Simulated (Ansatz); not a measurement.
## Sr3Mg, space group P-6m2: a check of PAW against all-electron LAPW, step by step

Program: Ansatz 0.2.0, Python API.

Notebook, run cell by cell (the value of a cell's last expression is shown):

**Cell 1**
```python
import ansatz as az
import numpy as np
from tabulate import tabulate
```

**Cell 2**
```python
def count_gap(report):
    # lowest empty less highest filled band, counting bands; zero where they overlap
    return max(report.get("gap_by_band_count_ev") or 0.0, 0.0)
```

**Cell 3**
```python
vectors = np.array([
    [4.20784, 0.0, 0.0],
    [-2.10392, 3.64409, 0.0],
    [0.0, 0.0, 12.37335],
])
structure = (
    az.Lattice.of(vectors)
    .atom("Sr", (2 / 3, 1 / 3, 0.0))
    .atom("Sr", (0.0, 0.0, 0.28473))
    .atom("Sr", (0.0, 0.0, 0.71527))
    .atom("Mg", (2 / 3, 1 / 3, 0.5))
)
```

**Cell 4**
```python
len(structure.resolved().sites)
```
Output:
```text
4
```

**Cell 5**
```python
setup = (
    structure.calculation()
    .functional("lda")
    .kpoints(6, 6, 2)
    .occupations("fermi_dirac", width=100 * az.meV)
    .stress()
    .forces()
    .band_table()
)
variants = {
    "PAW": setup.pseudopotentials("paw"),
    "LAPW": setup.pseudopotentials("all_electron", lapw=True),
}
rows = []
for label, variant in variants.items():
    data = variant.run(threads=1).report
    levels = np.array(data["eigenvalues_ev"][0]) - data["fermi_energy_ev"]
    print(label, "levels at the first k-point near E_F:", np.round(levels[np.abs(levels) < 5], 3))
    rows.append((label, data["n_electrons"], np.trace(data["stress_gpa"]) / 3, float(np.abs(data["forces_ev_ang"]).max()), count_gap(data)))
print(tabulate(rows, headers=["treatment", "electrons in bands", "P GPa", "max force component eV/A", "gap by band count eV"], floatfmt=".4f", tablefmt="pipe"))
```
Output:
```text
DeckWarning: basis.ecutwfc = 420 eV, auto-derived from the records' recommended cutoffs: set by Sr (normal level)
PAW levels at the first k-point near E_F: [-4.303 -2.927 -2.741 -0.762  0.294  1.708  2.047  2.24   2.24   2.427
  2.427  2.524]
LAPW levels at the first k-point near E_F: [-4.303 -2.927 -2.741 -0.762  0.295  1.708  2.047  2.24   2.24   2.427
  2.427]
| treatment   |   electrons in bands |   P GPa |   max force component eV/A |   gap by band count eV |
|:------------|---------------------:|--------:|---------------------------:|-----------------------:|
| PAW         |              40.0000 | -1.3510 |                     0.0127 |                 0.0000 |
| LAPW        |              70.0000 | -1.3500 |                     0.0122 |                 0.0000 |
```

PAW gives -1.351 GPa and LAPW -1.350 GPa, 0.001 GPa apart. They took 5.9 and 18.9 s of processor time.

What to keep in mind:
- The computed bands are complete only to about 1.2 eV above the Fermi level.
- For a metal this k-point mesh is coarse: on a finer one energies can move by several to tens of meV an atom and pressures by half a GPa or more, differences at one mesh by less.
- A gap by band count of zero or less means overlapping bands, a metal.
- This cell is a computed structure, which may not be the phase found in nature.
- Gaps and levels are Kohn-Sham values on a finite set of k-points, without spin-orbit coupling.
- Warnings are shown shortened and without file and line.
- Pressure is positive in compression; the treatments may keep other shells as core, so totals and counts of electrons can differ.
- Run time: 26 s on 1 thread of Arm Neoverse V1, on a shared host, peak memory 0.46 GiB.
